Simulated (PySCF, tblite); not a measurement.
**C8H10Si: geometry, infrared bands and NMR shifts**

What infrared bands and NMR shifts should C8H10Si (`C#C[C@H](C)C1=C[SiH2]C=C1`) show?

The runs use tblite 0.8.0 and PySCF 2.14.0, with density-fitted response routines of our own; the level of theory stands in each step. All values are computed, except where a source is named. Atoms count from 0, in the outputs and in this text.

**1. The molecule as given**

19 atoms, charge 0, multiplicity 1; geometry from: force field or distance geometry start.

Bonds of the start (Å): C0–C1 1.21, C1–C2 1.46, C2–C3 1.50, C2–C4 1.52, C4–C5 1.30, C5–Si6 1.87, Si6–C7 1.83, C7–C8 1.31, C8–C4 1.41, C0–H9 1.08, C2–H10 1.11, C3–H11 1.11, C3–H12 1.13, C3–H13 1.12, C5–H14 1.09, Si6–H15 1.44, Si6–H16 1.47, C7–H17 1.09, C8–H18 1.12.

**2. Geometry optimisation with GFN2-xTB**

What the job is given:

```
{"job": {"kind": "relax", "xc": "GFN2-xTB", "basis": "xTB"}, "charge": 0, "multiplicity": 1}
C     -2.349700     0.809500     2.018900
C     -1.875300     0.561800     0.928600
C     -1.286900     0.237000    -0.366200
C     -1.847900    -1.065900    -0.845000
C      0.222300     0.203000    -0.225200
C      0.777400     0.435300     0.921900
Si     2.630900     0.310900     0.704700
C      2.367000    -0.069700    -1.070800
C      1.084000    -0.074500    -1.312400
H     -2.790500     1.052900     2.969600
H     -1.605600     1.046700    -1.049000
H     -1.065500    -1.823800    -1.039200
H     -2.516700    -1.527700    -0.063600
H     -2.458300    -0.923300    -1.769700
H      0.359900     0.677200     1.897200
H      3.301000     1.558900     0.975400
H      3.165500    -0.848600     1.434600
H      3.172100    -0.269800    -1.774400
H      0.706400    -0.280600    -2.342900
```

Command:

```console
> OMP_NUM_THREADS=1 python probes_run.py task.json out
```

One launch serves the whole session: the jobs run in the order shown.

Output:

```text
step      E/eV     max force
  0    -647.65601    3.710
  1    -647.86388    3.944
  2    -647.91256    4.398
  3    -648.00453    1.523
  4    -648.03947    0.390
  5    -648.05264    0.285
  6    -648.08314    0.341
  7    -648.09121    0.217
  8    -648.09724    0.199
  9    -648.10140    0.193
 10    -648.10663    0.234
 11    -648.11214    0.207
 12    -648.11650    0.162
 13    -648.11991    0.165
 14    -648.12330    0.141
 15    -648.12630    0.127
 16    -648.12830    0.100
 17    -648.12960    0.085
 18    -648.13082    0.094
 19    -648.13238    0.107
 20    -648.13416    0.126
 21    -648.13580    0.122
 22    -648.13716    0.083
 23    -648.13842    0.092
 24    -648.13978    0.100
 25    -648.14130    0.095
 26    -648.14291    0.094
 27    -648.14442    0.093
 28    -648.14572    0.098
 29    -648.14683    0.098
 30    -648.14792    0.087
 31    -648.14908    0.089
 32    -648.15009    0.071
 33    -648.15074    0.050
 34    -648.15115    0.042
 35    -648.15155    0.048
 36    -648.15201    0.057
 37    -648.15247    0.052
 38    -648.15288    0.053
 39    -648.15327    0.056
 40    -648.15374    0.057
 41    -648.15431    0.058
 42    -648.15491    0.060
 43    -648.15540    0.049
 44    -648.15584    0.061
 45    -648.15640    0.091
 46    -648.15727    0.109
 47    -648.15846    0.099
 48    -648.15991    0.118
 49    -648.16169    0.131
 50    -648.16398    0.152
 51    -648.16725    0.208
 52    -648.17216    0.214
 53    -648.17651    0.462
 54    -648.15741    0.916
 55    -648.18425    0.369
 56    -648.18742    0.373
 57    -648.19252    0.300
 58    -648.19381    0.458
 59    -648.20051    0.142
 60    -648.20323    0.118
 61    -648.20958    0.225
 62    -648.21219    0.143
 63    -648.21427    0.141
 64    -648.21992    0.134
 65    -648.22282    0.124
 66    -648.22591    0.101
 67    -648.22824    0.117
 68    -648.23046    0.116
 69    -648.23278    0.202
 70    -648.23647    0.171
 71    -648.24218    0.127
 72    -648.24536    0.103
 73    -648.24658    0.093
 74    -648.24769    0.137
 75    -648.24891    0.081
 76    -648.25071    0.056
 77    -648.25135    0.058
 78    -648.25201    0.060
 79    -648.25251    0.053
 80    -648.25300    0.050
 81    -648.25337    0.048
 82    -648.25364    0.038
 83    -648.25386    0.042
 84    -648.25406    0.041
 85    -648.25427    0.052
 86    -648.25445    0.064
 87    -648.25457    0.037
 88    -648.25463    0.020
 89    -648.25468    0.023
 90    -648.25474    0.032
 91    -648.25480    0.034
 92    -648.25485    0.020
 93    -648.25487    0.012
 94    -648.25490    0.014
 95    -648.25493    0.022
 96    -648.25496    0.022
 97    -648.25500    0.012
 98    -648.25503    0.010
 99    -648.25505    0.013
100    -648.25507    0.017
101    -648.25509    0.015
102    -648.25511    0.009
```

Step by step: (not every step is listed)

```
step  energy from step 0 (eV)  largest force (eV/Å)
   0                   0.0000                3.7102
   1                  -0.2079                3.9444
   2                  -0.2565                4.3980
   3                  -0.3485                1.5227
   4                  -0.3835                0.3904
   5                  -0.3966                0.2846
   6                  -0.4271                0.3406
   7                  -0.4352                0.2170
   8                  -0.4412                0.1989
  16                  -0.4723                0.0997
  24                  -0.4838                0.0999
  32                  -0.4941                0.0714
  40                  -0.4977                0.0573
  48                  -0.5039                0.1182
  56                  -0.5314                0.3730
  64                  -0.5639                0.1338
  72                  -0.5893                0.1030
  80                  -0.5970                0.0499
  88                  -0.5986                0.0205
  96                  -0.5989                0.0223
  97                  -0.5990                0.0124
  98                  -0.5990                0.0099
  99                  -0.5990                0.0130
 100                  -0.5991                0.0167
 101                  -0.5991                0.0150
 102                  -0.5991                0.0088
```

Distances of close pairs at the start and the end, largest changes first:

```
  bond  before (Å)  after (Å)  change (Å)
Si6–C7       1.835      1.888      +0.053
 C4–C8       1.415      1.464      +0.049
 C4–C5       1.295      1.341      +0.046
 C2–C3       1.497      1.538      +0.040
C3–H12       1.127      1.088      -0.039
C8–H18       1.117      1.083      -0.034
 C7–C8       1.306      1.336      +0.031
C3–H13       1.117      1.088      -0.029
```

The end geometry stands in the next job.

**3. Infrared spectrum with GFN2-xTB**

What the job is given:

```
{"job": {"kind": "ir", "xc": "GFN2-xTB", "basis": "xTB"}, "charge": 0, "multiplicity": 1}
C     -2.596673     1.104336     1.765014
C     -1.999475     0.717990     0.802695
C     -1.289034     0.222350    -0.362541
C     -1.773837    -1.196614    -0.702626
C      0.204705     0.209880    -0.152577
C      0.838182     0.267767     1.027960
Si     2.697991     0.162440     0.763587
C      2.385872     0.041158    -1.094001
C      1.070728     0.087000    -1.326322
H     -3.117026     1.453114     2.606506
H     -1.518039     0.883737    -1.210032
H     -1.266095    -1.565491    -1.591406
H     -1.559084    -1.869742     0.125019
H     -2.847087    -1.196834    -0.883055
H      0.299183     0.362561     1.955720
H      3.422810     1.374607     1.146083
H      3.304705    -1.046054     1.324737
H      3.106962    -0.045945    -1.889926
H      0.625407     0.042992    -2.312295
```

Output:

```text
mode    cm-1     km/mol
  1      43.7      0.18
  2      98.7      0.32
  3     125.5      0.40
  4     181.7      0.15
  5     199.7      0.13
  6     222.8      0.21
  7     282.8      0.25
  8     305.9      0.81
  9     389.2      2.50
 10     455.6      1.43
 11     479.1     61.47
 12     486.6     27.71
 13     511.4      4.31
 14     570.6     17.00
 15     601.4     37.22
 16     615.8     77.76
 17     665.1     24.39
 18     675.9     12.45
 19     745.8    129.31
 20     775.1     34.51
 21     783.7    116.18
 22     793.0     34.29
 23     827.4     74.99
 24     869.6     13.56
 25     916.9      1.71
 26     927.1     21.33
 27    1022.0      2.97
 28    1063.4      5.12
 29    1095.1      1.06
 30    1120.4      1.32
 31    1135.5      7.85
 32    1198.5     10.77
 33    1254.8      1.09
 34    1292.2      0.37
 35    1339.8      3.48
 36    1402.1      0.82
 37    1490.3      2.54
 38    1497.7      2.30
 39    1567.7     29.84
 40    1627.6     14.71
 41    2244.7    402.02
 42    2252.7    276.98
 43    2291.6     13.14
 44    2882.0     34.58
 45    3028.2     47.59
 46    3030.4     22.39
 47    3037.2     20.65
 48    3039.0     62.29
 49    3093.0     51.19
 50    3103.1     29.35
 51    3394.8      1.34
```

The strongest bands and the atoms that carry them (share of the mass-weighted mode):

```
cm⁻¹  km/mol                                  atoms
 479    61.5           H15 26 %, H16 19 %, Si6 17 %
 616    77.8                     H16 38 %, H15 27 %
 746   129.3            H15 36 %, H16 35 %, C7 16 %
 784   116.2  C7 31 %, Si6 19 %, H17 11 %, H16 10 %
 827    75.0            C5 45 %, H14 24 %, Si6 19 %
2245   402.0                               H16 92 %
2253   277.0                               H15 92 %
3039    62.3                               H18 88 %
```

**4. Shielding tensors: PBE0/pcSseg-1**

The job, as its differences from that of step 3:

```diff
@@ -1,2 +1,2 @@
-{"job": {"kind": "ir", "xc": "GFN2-xTB", "basis": "xTB"}, "charge": 0, "multiplicity": 1}
+{"job": {"kind": "nmr", "xc": "PBE0", "basis": "pcSseg-1"}, "charge": 0, "multiplicity": 1}
 C     -2.596673     1.104336     1.765014
```

Level: GIAO PBE0/pcSseg-1 NMR shielding, non-relativistic, gas phase.

Output:

```text
coarse grid: 16512 points
cycle   1  E = -599.5713528232  dE =  1.258e+00  |g| = 5.153e-01  |ddm| = 4.230e+00
cycle   2  E = -599.5606566467  dE =  1.070e-02  |g| = 5.556e-01  |ddm| = 1.208e+00
cycle   3  E = -599.6397553319  dE = -7.910e-02  |g| = 9.812e-02  |ddm| = 6.207e-01
cycle   4  E = -599.6416091428  dE = -1.854e-03  |g| = 4.924e-02  |ddm| = 1.356e-01
cycle   5  E = -599.6421983352  dE = -5.892e-04  |g| = 1.608e-02  |ddm| = 6.358e-02
cycle   6  E = -599.6422576398  dE = -5.930e-05  |g| = 5.723e-03  |ddm| = 1.791e-02
cycle   7  E = -599.6422651268  dE = -7.487e-06  |g| = 1.711e-03  |ddm| = 5.196e-03
final grid: 155312 points
cycle   8  E = -599.6989153647  dE = -4.379e-05  |g| = 8.112e-03  |ddm| = 5.875e-02
cycle   9  E = -599.6989066014  dE =  8.763e-06  |g| = 9.986e-03  |ddm| = 1.879e-02
cycle  10  E = -599.6989323652  dE = -2.576e-05  |g| = 1.840e-03  |ddm| = 1.101e-02
cycle  11  E = -599.6989331781  dE = -8.129e-07  |g| = 3.852e-04  |ddm| = 1.898e-03
cycle  12  E = -599.6989332103  dE = -3.221e-08  |g| = 1.476e-04  |ddm| = 4.612e-04
cycle  13  E = -599.6989332147  dE = -4.359e-09  |g| = 7.212e-05  |ddm| = 1.761e-04
cycle  14  E = -599.6989332159  dE = -1.232e-09  |g| = 1.621e-05  |ddm| = 7.399e-05
cycle  15  E = -599.6989332160  dE = -6.867e-11  |g| = 2.641e-06  |ddm| = 2.028e-05
converged SCF energy = -599.6989332160

GIAO shielding tensors (ppm)
atom      isotropic    diamagn.    paramagn.     s11        s22        s33       span
  0 C      108.338     258.883    -150.545     36.663     44.449    243.903    207.241
  1 C       95.640     260.820    -165.181     -8.841     -0.681    296.441    305.283
  2 C      152.378     242.508     -90.130    142.674    148.449    166.012     23.338
  3 C      161.940     245.611     -83.671    148.672    152.936    184.212     35.540
  4 C       16.043     262.309    -246.266   -105.774     24.938    128.965    234.739
  5 C       60.128     254.556    -194.427    -37.026     46.472    170.938    207.964
  6 Si     392.101     882.020    -489.919    325.062    400.511    450.731    125.668
  7 C       49.477     260.606    -211.129    -58.323     38.212    168.543    226.866
  8 C       29.734     251.631    -221.896    -87.705     44.336    132.572    220.276
  9 H       29.957      34.801      -4.845     24.589     25.253     40.027     15.437
 10 H       28.327      29.089      -0.761     24.039     27.553     33.390      9.350
 11 H       30.289      29.872       0.418     25.422     29.242     36.203     10.781
 12 H       30.604      29.515       1.089     27.368     29.335     35.110      7.742
 13 H       30.128      27.978       2.150     26.017     27.729     36.638     10.622
 14 H       25.282      33.524      -8.242     22.501     23.774     29.570      7.069
 15 H       27.029      28.744      -1.715     23.861     24.666     32.561      8.700
 16 H       27.048      28.872      -1.824     24.023     24.666     32.456      8.433
 17 H       25.358      29.783      -4.425     24.508     24.918     26.649      2.140
 18 H       24.578      32.197      -7.619     21.931     23.242     28.561      6.630
```

Wall time 38 s (1 thread, shared host).

Shifts follow as δ = σ(reference) − σ, with reference shieldings (ppm) from runs at the same level and on the same kind of geometry: ¹H TMS 31.72, ¹³C TMS 186.9, ²⁹Si TMS 349.2. The references are single molecules in the gas phase. Atoms listed in one row are averaged.

```
        atoms                                                environment  σ (ppm)  δ (ppm)  δ scaled to CDCl3
           C4                            fully substituted alkene carbon     16.0    170.9              164.9
           C8                                                  alkene CH     29.7    157.2              151.5
           C7                                                  alkene CH     49.5    137.4              132.2
           C5                                                  alkene CH     60.1    126.8              121.8
           C1                                              alkyne carbon     95.6     91.3               87.2
           C0                                     terminal alkyne carbon    108.3     78.6               74.8
           C2                                             allylic sp3 CH    152.4     34.5               31.8
           C3                                              methyl carbon    161.9     25.0               22.5
          H18                                   hydrogen on an alkene CH    24.58     7.14               6.84
          H14                                   hydrogen on an alkene CH    25.28     6.44               6.17
          H17                                   hydrogen on an alkene CH    25.36     6.36               6.10
          H15  hydrogen on a silicon bonded to 2 C, in a 5-membered ring    27.03     4.69                  –
          H16  hydrogen on a silicon bonded to 2 C, in a 5-membered ring    27.05     4.67                  –
          H10                              hydrogen on an allylic sp3 CH    28.33     3.39               3.30
           H9                       hydrogen on a terminal alkyne carbon    29.96     1.76               1.77
H11, H12, H13                                hydrogen on a methyl carbon    30.34     1.38               1.40
          Si6           silicon bonded to 2 C, 2 H, in a 5-membered ring    392.1    -42.9                  –
```

The scaled column applies a straight-line fit of computed shieldings to shifts measured in CDCl3 (root-mean-square error 0.16 ppm for H, 1.9 ppm for C).

The run also stored atomic charges by several schemes (e):

```
atoms  Mulliken    IAO  Hirshfeld  ESP fit
   C0     -0.41  -0.26      -0.12    -0.34
   C1      0.32  -0.02      -0.03    -0.25
   C2     -0.21  -0.12      -0.01     0.54
   C3     -0.19  -0.40      -0.11    -0.49
   C4     -0.24   0.02       0.01    -0.04
   C5     -0.31  -0.45      -0.15    -0.42
  Si6      0.74   0.75       0.33     0.53
   C7     -0.34  -0.43      -0.14    -0.39
   C8     -0.03  -0.14      -0.04    -0.11
```

Mayer bond orders: C0–C1 2.51, C1–C2 1.03, C2–C3 1.02, C2–C4 0.97, C4–C5 1.86, C5–Si6 0.90, Si6–C7 0.89, C7–C8 1.85, C8–C4 1.05.

Ring of atoms C4, C5, Si6, C7, C8: NICS(0) 1.1, NICS(1) -1.9, NICS(1)zz 1.3 ppm (means of both faces).

**5. Results**

```
                                                              quantity                                                   value
                             strongest single infrared mode (GFN2-xTB)                                   2245 cm⁻¹, 402 km/mol
                                          zero-point energy (GFN2-xTB)                                           90.1 kcal/mol
                                ¹³C shifts against TMS (PBE0/pcSseg-1)  170.9, 157.2, 137.4, 126.8, 91.3, 78.6, 34.5, 25.0 ppm
¹H shifts against TMS (PBE0/pcSseg-1, means over atoms taken as alike)      7.14, 6.44, 6.36, 4.69, 4.67, 3.39, 1.76, 1.38 ppm
                               ²⁹Si shifts against TMS (PBE0/pcSseg-1)                                               -42.9 ppm
```

In words: The optimisation took 102 steps and gained 0.599 eV; among the close pairs (by a distance rule), Si6–C7 changed most, from 1.835 to 1.888 Å. No mode is imaginary among the 51: a minimum at this level. The strongest single mode, at 2245 cm⁻¹, moves mainly H16. Unscaled tight-binding wavenumbers are off by several per cent, some by more. Its intensities can rank the bands wrongly. At PBE0/pcSseg-1: The largest span, 305 ppm, is at C1, where the paramagnetic term is -165 ppm.
